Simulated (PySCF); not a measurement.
# SrSe under other conditions

One physical setting of the base script is moved in each run, with the edits that it forces.

The runs use PySCF 2.14.0; method and basis as typed in the scripts.

4 further runs of the same task are left out: 1 for a known fault of the program, 3 that didn't finish.

### Step 1. The starting structure

SrSe: 2 atoms, charge 0, spin multiplicity 1.

Bond lengths: Sr1–Se2 2.627 Å.

### Step 2. Base script

The input, input.py:

```python
from pyscf import gto, scf, mp

mol = gto.M(
    atom='Sr 0 0 0; Se 0 0 2.627',
    basis='crenbl',
    ecp={'Sr': 'crenbl', 'Se': 'crenbl'},
    charge=0,
    spin=0,
    verbose=3,
)
mf = scf.UHF(mol)
mf.kernel()
mp.MP2(mf).kernel()
mf.dip_moment()
print('orbital energies (hartree):', [e[max(0, n-3):n+3].round(4) for e, n in zip(mf.mo_energy, mol.nelec)])
```

The run is started by

```
OMP_NUM_THREADS=1 python input.py
```

The log of this run is left out.

Base result: E(SCF) = -161.665685 Eh, E(MP2) − E(SCF) = -0.35615 Eh, μ = 12.82 D (of the SCF density).

The bond length is a typed value, not an optimised one.

### Step 3. Bond 2.443 Å

Edit 1 changes bond length: 2.627 Å → 2.443 Å.

The input, input.py:

```python
from pyscf import gto, scf, mp

mol = gto.M(
    atom='Sr 0 0 0; Se 0 0 2.443',
    basis='crenbl',
    ecp={'Sr': 'crenbl', 'Se': 'crenbl'},
    charge=0,
    spin=0,
    verbose=3,
)
mf = scf.UHF(mol)
mf.kernel()
mp.MP2(mf).kernel()
mf.dip_moment()
print('orbital energies (hartree):', [e[max(0, n-3):n+3].round(4) for e, n in zip(mf.mo_energy, mol.nelec)])
```

The run is started by

```
OMP_NUM_THREADS=1 python input.py
```

### Step 4. Bond 5.254 Å

Edit 2 changes bond length: 2.627 Å → 5.254 Å.

Edit input.py of step 2 so:

```diff
@@ -3,3 +3,3 @@
 mol = gto.M(
-    atom='Sr 0 0 0; Se 0 0 2.627',
+    atom='Sr 0 0 0; Se 0 0 5.254',
     basis='crenbl',
```

### Step 5. Electric field 0.2 a.u.

Edit 3 changes electric field: none → 0.2 a.u.

Edit input.py of step 2 so:

```diff
@@ -11,2 +11,7 @@
 mf = scf.UHF(mol)
+field = 0.2  # electric field along z, atomic units
+h = mf.get_hcore() + field*mol.intor('int1e_r')[2]
+mf.get_hcore = lambda *args: h
+e_nuc = mol.energy_nuc() - field*mol.atom_charges() @ mol.atom_coords()[:, 2]
+mf.energy_nuc = lambda *args: e_nuc
 mf.kernel()
```

Before running it: what results should come out? Wanted: for each run, E(SCF); from base; SCF dipole; after the SCF.

As calculated:

| run | E(SCF) (hartree) | from base (eV) | SCF dipole (D) | after the SCF |
| --- | --- | --- | --- | --- |
| base | -161.665685 | 0 | 12.82 | MP2 correlation -9.691 eV |
| bond 2.443 Å | -161.634730 | +0.8423 | 12.07 | MP2 correlation -9.674 eV |
| bond 5.254 Å | -161.662371 | +0.0902 | 0.79 | MP2 correlation -8.760 eV |
| electric field 0.2 a.u. (poor choice) | -165.058005 | not comparable | 73.79 | MP2 correlation -8.819 eV |

What this shows: Of the runs whose energies can be compared, “bond 2.443 Å” moves the SCF energy most (+0.842 eV). Rows marked «poor choice» come from settings spoiled on purpose.
